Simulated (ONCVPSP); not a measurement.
**An ONCV potential for Cu, from input to tests**

Task: generate the file, and judge it by its errors in other configurations, its logarithmic derivatives, its ghosts and its cutoff.

Method: ONCVPSP 4.0.1.1 (patched build), PBE, scalar-relativistic.

### 1 Starting point

Typed settings, in words:

```
element                 : copper (Cu, Z = 29)
type                    : optimised norm-conserving Vanderbilt (ONCV)
frozen core             : [Ne]
valence charge          : 19
reference configuration : 3s2 3p6 3d10 4s1
partial waves           : 3s+4s: rc 1.10 bohr, ncon 5, nbas 7, qcut 14.1 1/bohr, 3 projectors, debl 2.1 Ha; 3p: rc 1.15 bohr, ncon 3, nbas 7, qcut 11 1/bohr, 2 projectors, debl 2.6 Ha; 3d: rc 0.95 bohr, ncon 4, nbas 9, qcut 14.9 1/bohr, 2 projectors, debl 0.9 Ha
local potential         : polynomial inside 0.85 bohr (lpopt 5, dvloc0 0 Ha)
core correction         : Teter function, fcfact 3.5, rcfact 1.25
```

### 2 Generating the potential

The input, Cu.dat:

```
# ATOM AND REFERENCE CONFIGURATION
# atsym  z   nc   nv     iexc    psfile
  Cu 29.00    3    4        4      upf
#
#   n    l    f
    1    0    2.00
    2    0    2.00
    2    1    6.00
    3    0    2.00
    3    1    6.00
    3    2   10.00
    4    0    1.00
#
# PSEUDOPOTENTIAL AND OPTIMIZATION
# lmax
    2
#
#   l,   rc,      ep,       ncon, nbas, qcut
    0    1.10    0.00    5    7   14.10
    1    1.15    0.00    3    7   11.00
    2    0.95    0.00    4    9   14.90
#
# LOCAL POTENTIAL
# lloc, lpopt,  rc(5),   dvloc0
    4    5    0.85    0.00
#
# VANDERBILT-KLEINMAN-BYLANDER PROJECTORs
# l, nproj, debl
    0    3    2.10
    1    2    2.60
    2    2    0.90
#
# MODEL CORE CHARGE
# icmod, fcfact, rcfact
    3    3.50    1.25
#
# LOG DERIVATIVE ANALYSIS
# epsh1, epsh2, depsh
   -6.00    5.00    0.04
#
# OUTPUT GRID
# rlmax, drl
    6.00    0.01
#
# TEST CONFIGURATIONS
# ncnf
    4
# nvcnf
#   n    l    f
    4
    3    0    2.00
    3    1    6.00
    3    2   10.00
    4    0    0.00
#
    4
    3    0    2.00
    3    1    6.00
    3    2    9.00
    4    0    0.00
#
    4
    3    0    2.00
    3    1    6.00
    3    2    8.00
    4    0    0.00
#
    5
    3    0    2.00
    3    1    6.00
    3    2   10.00
    4    0    0.00
    4    1    1.00
#
```

Run with:

```console
$ oncvpsp.x < Cu.dat > Cu.out
```

What does the calculation give? Wanted: cutoffs for 1 and 0.1 mHa per electron, occupied waves; bound ghosts; GHOST(+) flags; largest test error; largest phase difference near zero energy, channels read; rms error of d²Exc/dn², without and with the model core; projector energies reset by the program.

As calculated:

```
                                                quantity                                                         value
  cutoffs for 1 and 0.1 mHa per electron, occupied waves                                              94 Ha and 107 Ha
                                            bound ghosts                                                    none found
                                          GHOST(+) flags  none at low energy (1 near or above the test basis's cutoff)
                            largest test error (AE − PS)              +1.7 meV, for 3s2 3p6 3d10 4s0 (1 test unsolved)
largest phase difference near zero energy, channels read                                                     0.000 rad
 rms error of d²Exc/dn², without and with the model core                                             1.53 and 1.25 mHa
                 projector energies reset by the program                                           p: -2.651, 0.250 Ha
```

In words: By total energies transferability is very good where solved: the largest error is 1.7 meV on 8.2 eV, for 3s2 3p6 3d10 4s0. Of the tests 1 gave no usable energy difference, which is a warning in itself. By its cutoff, 94 Ha for the looser tolerance, it is very hard. At the looser tolerance the 3d wave is the slowest; 3s needs 69 Ha. No bound ghost shows below the valence levels. Near zero energy the phases of the channels with partial waves agree within 0.001 rad. All of this concerns the isolated atom, not yet a solid.
